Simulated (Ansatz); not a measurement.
# MoS2: the cost of one run

Method: DFT PBEsol, frozen-core PAW and all-electron LAPW, scalar-relativistic unless said, in Ansatz 0.2.0.

### 1 Starting point

It takes space group P6_3/mmc (No. 194, hexagonal). The conventional cell has a = 3.169 Å, b = 3.169 Å, c = 12.324 Å, α = 90.00°, β = 90.00°, γ = 120.00°. Mo (site symmetry -6m2) is surrounded by 6 S at 2.41 Å. Around S (site symmetry 3m) lie 3 Mo at 2.41 Å.

As a file:

```cif
data_structure
_symmetry_space_group_name_H-M 'P 1'
_symmetry_Int_Tables_number 1
_cell_length_a 3.1690
_cell_length_b 3.1690
_cell_length_c 12.3240
_cell_angle_alpha 90.000
_cell_angle_beta 90.000
_cell_angle_gamma 120.000
_cell_volume 107.18
loop_
_atom_site_label
_atom_site_type_symbol
_atom_site_fract_x
_atom_site_fract_y
_atom_site_fract_z
_atom_site_occupancy
Mo1 Mo 0.33333 0.66667 0.25000 1
Mo2 Mo 0.66667 0.33333 0.75000 1
S1 S 0.33333 0.66667 0.62300 1
S2 S 0.66667 0.33333 0.12300 1
S3 S 0.33333 0.66667 0.87700 1
S4 S 0.66667 0.33333 0.37700 1
```

Cartesian axes are those of the input's lattice vectors. The structure goes back to a database entry.

### 2 Cell and atoms relaxed, PAW

Input file input.yaml:

```yaml
crystal:
  lattice:
    - [3.169, 0.0, 0.0]
    - [-1.5845, 2.7444345046, 0.0]
    - [0.0, 0.0, 12.324]
  atoms:
    - { symbol: Mo, position: [0.333333333333, 0.666666666667, 0.25] }
    - { symbol: Mo, position: [0.666666666667, 0.333333333333, 0.75] }
    - { symbol: S, position: [0.333333333333, 0.666666666667, 0.623] }
    - { symbol: S, position: [0.666666666667, 0.333333333333, 0.123] }
    - { symbol: S, position: [0.333333333333, 0.666666666667, 0.877] }
    - { symbol: S, position: [0.666666666667, 0.333333333333, 0.377] }
kpoints:
  mp_grid: { grid: [10, 10, 4] }
scf:
  occupations: { method: fermi_dirac, width: 0.08 }
hamiltonian:
  xc: pbesol
  pseudopotentials: { kind: paw }
relax:
  f_tol: 0.002
  max_steps: 80
  cell: {}
output:
  forces: true
  stress: true
  write_density: true
  write_potential: true
  elf: true
  volumetric_format: npy
```

The run is started by

```console
> ansatz run input.yaml --threads 2 --pin off --max-ram 6144MiB --backend cpu --events-out ev --progress --plain --runs-dir out
```

**Question.** How long does this run take on 2 threads of Arm Neoverse V2, shared host, and how much memory does it need?

About 21 s, with a peak of 0.45 GiB.
